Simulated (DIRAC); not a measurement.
# M06/dyall-acv2z (sfX2C, uncontracted yes) run of GeSe

We compute a point of an energy scan of GeSe. 

The results are computed with DIRAC 26.1 (patched).

14 further runs of the same task are left out: 4 that didn't finish, 10 set aside as unsound or not needed.

### Step 1. The structure to begin with

GeSe has 2 atoms, charge 0, and is taken as a singlet.

Bond lengths: Ge1–Se2 2.074 Å.

### Step 2. A point of an energy scan at M06/dyall-acv2z (sfX2C, uncontracted yes)

The input, mol.xyz:

```xyz
2
GeSe
Ge      0.00000000      0.00000000      0.00000000
Se      0.00000000      0.00000000      2.07381586
```

The input, dft.inp:

```
# GeSe
**DIRAC
.TITLE
 GeSe
.WAVE FUNCTION
**HAMILTONIAN
.X2C
.SPINFREE
.DFTAUTO
M06
**INTEGRALS
*READIN
.UNCONTRACT
**WAVE FUNCTION
.SCF
**MOLECULE
*BASIS
.DEFAULT
dyall.acv2z
*END OF INPUT
```

On the command line:

```console
$ pam --inp=dft.inp --mol=mol.xyz --noarch --mw=163 --aw=368
```

Standard output:

```text
[...]
It.    1    -2379.663921330      0.00D+00  0.00D+00  0.00D+00               0.06787205s   Atom. scrpot
[...]
It.   16    -4528.814780714      1.27D-11  7.85D-08  2.37D-08   DIIS   9    2.48500000s   LL
[...]
* Convergence after   16 iterations.
[...]
                                   TOTAL ENERGY
                                   ------------
   Charge of molecule : 0
   Electronic energy                        :    -4806.4405893393796
   Other contributions to the total energy
   Nuclear repulsion energy                 :      277.6258086250107
[...]
   Total energy                             :    -4528.8147807143687
[...]
  * Closed shell, f = 1.0000
   -461.1501983344  ( 2)      -404.4131343244  ( 2)       -59.9580317889  ( 2)       -52.6510207287  ( 2)       -51.2933239811  ( 2)
    -44.7458935452  ( 2)        -8.2189725215  ( 2)        -6.5698836623  ( 2)        -5.9010048656  ( 2)        -4.5350718510  ( 2)
     -2.0935232931  ( 2)        -2.0927293422  ( 2)        -1.2395272350  ( 2)        -1.2361141274  ( 2)        -0.7253762473  ( 2)
     -0.4754758155  ( 2)        -0.2782832792  ( 2)
[...]
  * Closed shell, f = 1.0000
    -52.6515762573  ( 2)       -44.7484802359  ( 2)        -5.9012508185  ( 2)        -4.5412143904  ( 2)        -2.0925151023  ( 2)
     -1.2346449096  ( 2)        -0.2768905259  ( 2)
  * Virtual eigenvalues, f = 0.0000
     -0.0813245896  ( 2)        -0.0061294436  ( 2)         0.0487676391  ( 2)         0.1486479321  ( 2)         0.2973484639  ( 2)
[...]
  * Closed shell, f = 1.0000
    -52.6515762573  ( 2)       -44.7484802359  ( 2)        -5.9012508185  ( 2)        -4.5412143904  ( 2)        -2.0925151023  ( 2)
     -1.2346449096  ( 2)        -0.2768905259  ( 2)
  * Virtual eigenvalues, f = 0.0000
     -0.0813245896  ( 2)        -0.0061294436  ( 2)         0.0487676391  ( 2)         0.1486479321  ( 2)         0.2973484639  ( 2)
[...]
  * Closed shell, f = 1.0000
     -2.0927291845  ( 2)        -1.2395269075  ( 2)
  * Virtual eigenvalues, f = 0.0000
      0.0978063323  ( 2)         0.2338843385  ( 2)         0.5297657281  ( 2)         0.8458545256  ( 2)         2.4438626606  ( 2)
      2.4900889461  ( 2)         3.5182031237  ( 2)         3.5451101197  ( 2)         9.4070268153  ( 2)        11.3352039387  ( 2)
[...]
* HOMO - LUMO gap:
    E(LUMO) :    -0.08132459 au (symmetry B1 )
  - E(HOMO) :    -0.27689053 au (symmetry B2 )
  ------------------------------------------
    gap     :     0.19556594 au
[...]
```

Wall time 41 s (1 thread of Arm Neoverse V1, shared host).

### Step 3. Outcome

At M06/dyall-acv2z (sfX2C, uncontracted yes):

| quantity | value |
| --- | --- |
| total energy | -4528.81478 Eh |
| HOMO energy | -7.53 eV |
| LUMO energy | -2.21 eV |
| HOMO–LUMO gap | 5.32 eV |
